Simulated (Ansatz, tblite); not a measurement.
# Ga5Sb4 zinc blende off sphere (Ga₅Sb₄H₁₆−): one state, many levels

How do method and basis change the picture of Ga5Sb4 zinc blende off sphere (Ga₅Sb₄H₁₆−) (singlet)?

Method: as each input shows; program: Ansatz 0.2.0, Gaussian basis.

Plan: GFN1-xTB, PBE-D4/def2-TZVP, r2SCAN-D4/def2-TZVP, B97M-V/def2-TZVP, ωB97X-V/def2-TZVP, ωB97M-V/def2-TZVP, LC-ωPBE(0.10)/def2-SVP, LC-ωPBE(0.15)/def2-SVP, LC-ωPBE(0.20)/def2-SVP, LC-ωPBE(0.30)/def2-SVP, PBE-D4/def2-SVP, PBE0-D4/def2-SVP, MP2/def2-TZVP, RPA/def2-TZVP.

1 further run of the same task is left out (it didn't finish).

### Step 1. The relaxed structure

The singlet was relaxed beforehand with r2SCAN-D4/def2-SVP.

25 atoms, charge -1, spin multiplicity 1.

Bond lengths: Ga1–Sb6 2.660 Å, Ga1–Sb7 2.702 Å, Ga1–H10 1.573 Å, Ga1–H11 1.574 Å, Ga2–Sb6 2.660 Å, Ga2–Sb8 2.702 Å, Ga2–H12 1.573 Å, Ga2–H13 1.574 Å, Ga3–Sb6 2.684 Å, Ga3–Sb9 2.684 Å, Ga3–H14 1.574 Å, Ga3–H15 1.574 Å, Ga4–Sb7 2.702 Å, Ga4–Sb9 2.660 Å, Ga4–H16 1.574 Å, Ga4–H17 1.573 Å, Ga5–Sb8 2.702 Å, Ga5–Sb9 2.660 Å and more. Angles: Sb6–Ga1–Sb7 99.0°, Sb6–Ga1–H10 112.6°, Sb6–Ga1–H11 110.6°, Sb7–Ga1–H10 106.7°, Sb7–Ga1–H11 104.6°, H10–Ga1–H11 120.6°, Sb6–Ga2–Sb8 99.1°, Sb6–Ga2–H12 112.6°, Sb6–Ga2–H13 110.6°, Sb8–Ga2–H12 106.7°, Sb8–Ga2–H13 104.6°, H12–Ga2–H13 120.6°, Sb6–Ga3–Sb9 101.0°, Sb6–Ga3–H14 108.4°, Sb6–Ga3–H15 108.4°, Sb9–Ga3–H14 108.4°, Sb9–Ga3–H15 108.4°, H14–Ga3–H15 120.4° and more.

Sb takes a core potential in the def2 sets. No spin-orbit coupling is included. The ion is computed in the gas phase, without counter-ions or solvent.

PBE0-D4/def2-TZVP was run before; its log isn't repeated, and its numbers join the tables.

### Step 2. GFN1-xTB

Tight binding, by tblite at 300 K electronic temperature and without a spin-polarisation term:

```python
tblite.interface.Calculator('GFN1-xTB', numbers, positions, charge=-1, uhf=0).singlepoint()
```

Energy -700.0897 eV, HOMO -7.57 eV, LUMO -3.72 eV; 0.053 s.

### Step 3. PBE-D4/def2-TZVP

start.molden holds the orbitals of an earlier run on this state, given as this run's starting guess.

The input, in.yaml:

```yaml
crystal:
  periodic: [false, false, false]
  atoms:
    - {symbol: Ga, position_ang: [0.250710, -3.312938, -0.143509]}
    - {symbol: Ga, position_ang: [0.249469, -0.142594, -3.310925]}
    - {symbol: Ga, position_ang: [-2.847292, -0.007394, -0.002593]}
    - {symbol: Ga, position_ang: [0.247026, 0.143560, 3.309533]}
    - {symbol: Ga, position_ang: [0.234450, 3.313031, 0.144642]}
    - {symbol: Sb, position_ang: [-1.135708, -1.467777, -1.466439]}
    - {symbol: Sb, position_ang: [1.386328, -1.727308, 1.726754]}
    - {symbol: Sb, position_ang: [1.377052, 1.735190, -1.728399]}
    - {symbol: Sb, position_ang: [-1.144837, 1.460497, 1.464279]}
    - {symbol: H, position_ang: [1.425175, -3.914656, -0.999981]}
    - {symbol: H, position_ang: [-0.714374, -4.255741, 0.666808]}
    - {symbol: H, position_ang: [1.427911, -0.995726, -3.909493]}
    - {symbol: H, position_ang: [-0.717269, 0.662468, -4.256540]}
    - {symbol: H, position_ang: [-3.628319, -0.975479, 0.962493]}
    - {symbol: H, position_ang: [-3.630476, 0.957801, -0.968888]}
    - {symbol: H, position_ang: [-0.714487, -0.667907, 4.254977]}
    - {symbol: H, position_ang: [1.420527, 1.003556, 3.907976]}
    - {symbol: H, position_ang: [-0.733867, 4.253381, -0.664651]}
    - {symbol: H, position_ang: [1.407214, 3.917689, 1.001231]}
    - {symbol: H, position_ang: [-2.158027, -2.436869, -2.436678]}
    - {symbol: H, position_ang: [2.391978, -2.704804, 2.705824]}
    - {symbol: H, position_ang: [2.685362, -0.944988, 0.944357]}
    - {symbol: H, position_ang: [2.374642, 2.719020, -2.709311]}
    - {symbol: H, position_ang: [2.682429, 0.960913, -0.948788]}
    - {symbol: H, position_ang: [-2.173018, 2.424378, 2.433520]}
basis:
  gaussian: {orbitals: def2-TZVP, fitting: {mean_field: def2-universal-jkfit}, initial_orbitals: start.molden}
total_charge: -1
hamiltonian: {xc: pbe, dispersion: d4}
scf: {omitted_lower_state_checks: [starts]}
output: {forces: true, orbitals: {seedname: orbitals}}
```

Started as:

```sh
$ ansatz run in.yaml --threads 2 --pin off --events-out ev --progress --plain --max-ram 22528MiB --backend cuda --devices 0, --max-vram 18GiB
```

Further steps of the session: r2SCAN-D4/def2-TZVP; B97M-V/def2-TZVP; ωB97X-V/def2-TZVP; ωB97M-V/def2-TZVP; LC-ωPBE(0.10)/def2-SVP; LC-ωPBE(0.15)/def2-SVP; LC-ωPBE(0.20)/def2-SVP; LC-ωPBE(0.30)/def2-SVP; PBE-D4/def2-SVP; PBE0-D4/def2-SVP; MP2/def2-TZVP; RPA/def2-TZVP.

Before running them: what should the planned runs give, taken together? Wanted: gap in def2-TZVP, named functionals, smallest and largest; gap over the ω; correlation energy, MP2/def2-TZVP; PBE0 total energy, smallest basis above largest.

The runs gave:

```
                                                 quantity                                value
gap in def2-TZVP, named functionals, smallest and largest  3.70 eV (PBE-D4), 9.10 eV (ωB97X-V)
                                  gap over the ω (1/bohr)       6.41 eV at 0.1, 8.98 eV at 0.3
                        correlation energy, MP2/def2-TZVP                            -71.53 eV
          PBE0 total energy, smallest basis above largest       34.57 eV (def2-SVP, def2-TZVP)
```

What this shows: Over the named functionals in def2-TZVP the gap runs from 3.70 eV (PBE-D4) to 9.10 eV (ωB97X-V); exact exchange widens it. Raising the ω (1/bohr) from 0.1 to 0.3 moves the HOMO by -1.48 eV and the LUMO by +1.09 eV.
